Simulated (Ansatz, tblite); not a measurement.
# C11H22Se: a ladder of methods and basis sets

How do method and basis change the picture of C11H22Se (singlet)?

Program: Ansatz 0.2.0, Gaussian basis. Level of theory: as each input shows. These are calculated values, not measurements.

The runs, in order: GFN1-xTB, GFN2-xTB, PBE-D4/def2-TZVP, r2SCAN-D4/def2-TZVP, HF/def2-TZVP, r2SCAN0-D4/def2-TZVP, PBE-D4/def2-SVP, PBE0-D4/def2-SVP, HF/STO-3G, HF/6-31G, B3LYP-D4/6-31G, MP2/def2-SVP.

3 further runs of the same task are left out: 3 that didn't finish.

### 1 The structure

The geometry is that of the singlet, from an earlier relaxation (PBE-D4/def2-SVP).

SMILES `C=CCCCCCCCCC[SeH]`, 34 atoms, charge 0, spin multiplicity 1.

Bond lengths: C1–C2 1.344 Å, C1–H13 1.103 Å, C1–H14 1.101 Å, C2–C3 1.502 Å, C2–H15 1.107 Å, C3–C4 1.539 Å, C3–H16 1.112 Å, C3–H17 1.115 Å, C4–C5 1.531 Å, C4–H18 1.112 Å, C4–H19 1.114 Å, C5–C6 1.532 Å, C5–H20 1.114 Å, C5–H21 1.113 Å, C6–C7 1.534 Å, C6–H22 1.114 Å, C6–H23 1.112 Å, C7–C8 1.534 Å and more. Angles: C2–C1–H13 121.2°, C2–C1–H14 121.8°, H13–C1–H14 116.9°, C1–C2–C3 125.4°, C1–C2–H15 118.8°, C3–C2–H15 115.8°, C2–C3–C4 113.3°, C2–C3–H16 109.7°, C2–C3–H17 109.3°, C4–C3–H16 109.7°, C4–C3–H17 108.4°, H16–C3–H17 106.3°, C3–C4–C5 113.6°, C3–C4–H18 108.9°, C3–C4–H19 109.4°, C5–C4–H18 109.8°, C5–C4–H19 109.3°, H18–C4–H19 105.5° and more.

PBE0-D4/def2-TZVP was run before; its log isn't repeated, and its numbers join the tables.

### 2 GFN1-xTB

Tight binding, by tblite at 300 K electronic temperature and without a spin-polarisation term:

```python
tblite.interface.Calculator('GFN1-xTB', numbers, positions, charge=0, uhf=0).singlepoint()
```

Energy -1046.5924 eV, HOMO -10.30 eV, LUMO -6.66 eV; 0.024 s.

### 3 GFN2-xTB

Tight binding, by tblite at 300 K electronic temperature and without a spin-polarisation term:

```python
tblite.interface.Calculator('GFN2-xTB', numbers, positions, charge=0, uhf=0).singlepoint()
```

Energy -1031.6918 eV, HOMO -10.07 eV, LUMO -6.15 eV; 0.019 s.

### 4 PBE-D4/def2-TZVP

start.molden holds the orbitals of an earlier run on this state, given as this run's starting guess.

Contents of in.yaml:

```yaml
crystal:
  periodic: [false, false, false]
  atoms:
    - {symbol: C, position_ang: [-6.184185, 1.101713, 0.052600]}
    - {symbol: C, position_ang: [-5.259912, 0.186012, 0.390593]}
    - {symbol: C, position_ang: [-3.798231, 0.461142, 0.600108]}
    - {symbol: C, position_ang: [-2.892806, -0.258032, -0.415124]}
    - {symbol: C, position_ang: [-1.398464, -0.031257, -0.172069]}
    - {symbol: C, position_ang: [-0.504935, -0.715660, -1.211901]}
    - {symbol: C, position_ang: [1.000777, -0.487975, -1.023062]}
    - {symbol: C, position_ang: [1.594377, -1.151769, 0.226311]}
    - {symbol: C, position_ang: [3.123470, -1.061405, 0.328828]}
    - {symbol: C, position_ang: [3.664868, 0.360780, 0.532716]}
    - {symbol: C, position_ang: [5.186438, 0.395009, 0.637576]}
    - {symbol: Se, position_ang: [5.949282, 2.182337, 1.006921]}
    - {symbol: H, position_ang: [-5.917052, 2.164831, -0.073738]}
    - {symbol: H, position_ang: [-7.239627, 0.830229, -0.106816]}
    - {symbol: H, position_ang: [-5.573319, -0.868974, 0.508188]}
    - {symbol: H, position_ang: [-3.612728, 1.556706, 0.556585]}
    - {symbol: H, position_ang: [-3.504733, 0.135483, 1.625198]}
    - {symbol: H, position_ang: [-3.163127, 0.078571, -1.440431]}
    - {symbol: H, position_ang: [-3.107066, -1.350683, -0.393955]}
    - {symbol: H, position_ang: [-1.185866, 1.062178, -0.170314]}
    - {symbol: H, position_ang: [-1.140328, -0.387016, 0.850228]}
    - {symbol: H, position_ang: [-0.712963, -1.810231, -1.209864]}
    - {symbol: H, position_ang: [-0.800192, -0.357686, -2.222813]}
    - {symbol: H, position_ang: [1.538412, -0.876300, -1.916682]}
    - {symbol: H, position_ang: [1.199783, 0.606786, -1.004075]}
    - {symbol: H, position_ang: [1.143069, -0.712529, 1.143710]}
    - {symbol: H, position_ang: [1.299248, -2.224565, 0.229880]}
    - {symbol: H, position_ang: [3.469937, -1.699705, 1.171432]}
    - {symbol: H, position_ang: [3.577927, -1.500719, -0.588531]}
    - {symbol: H, position_ang: [3.345621, 1.015196, -0.307106]}
    - {symbol: H, position_ang: [3.220726, 0.805419, 1.449835]}
    - {symbol: H, position_ang: [5.544382, -0.221703, 1.488485]}
    - {symbol: H, position_ang: [5.669910, -0.005242, -0.276326]}
    - {symbol: H, position_ang: [5.467306, 2.779050, -0.266356]}
basis:
  gaussian: {orbitals: def2-TZVP, initial_orbitals: start.molden}
hamiltonian: {xc: pbe, dispersion: d4}
scf: {omitted_lower_state_checks: [starts]}
output: {orbitals: {seedname: orbitals}}
```

The run is started by

```
> ansatz run in.yaml --threads 4 --pin off --events-out ev --progress --plain --max-ram 6963MiB
```

Further steps of the session: r2SCAN-D4/def2-TZVP; HF/def2-TZVP; r2SCAN0-D4/def2-TZVP; PBE-D4/def2-SVP; PBE0-D4/def2-SVP; HF/STO-3G; HF/6-31G; B3LYP-D4/6-31G; MP2/def2-SVP.

**Question.** What will the summary of the whole plan be? Wanted: gap in def2-TZVP, named functionals and Hartree-Fock, smallest and largest; correlation energy, MP2/def2-SVP; binding an atom, functionals in def2-TZVP; PBE0 total energy, smallest basis above largest.

As calculated:

| quantity | value |
| --- | --- |
| gap in def2-TZVP, named functionals and Hartree-Fock, smallest and largest | 4.46 eV (PBE-D4), 12.15 eV (HF) |
| correlation energy, MP2/def2-SVP | -48.99 eV |
| binding an atom, functionals in def2-TZVP | 4.11 (r2SCAN0-D4) to 4.23 eV (PBE-D4) |
| PBE0 total energy, smallest basis above largest | 20.22 eV (def2-SVP, def2-TZVP) |

Over the named functionals and Hartree-Fock in def2-TZVP the gap runs from 4.46 eV (PBE-D4) to 12.15 eV (HF); exact exchange widens it.
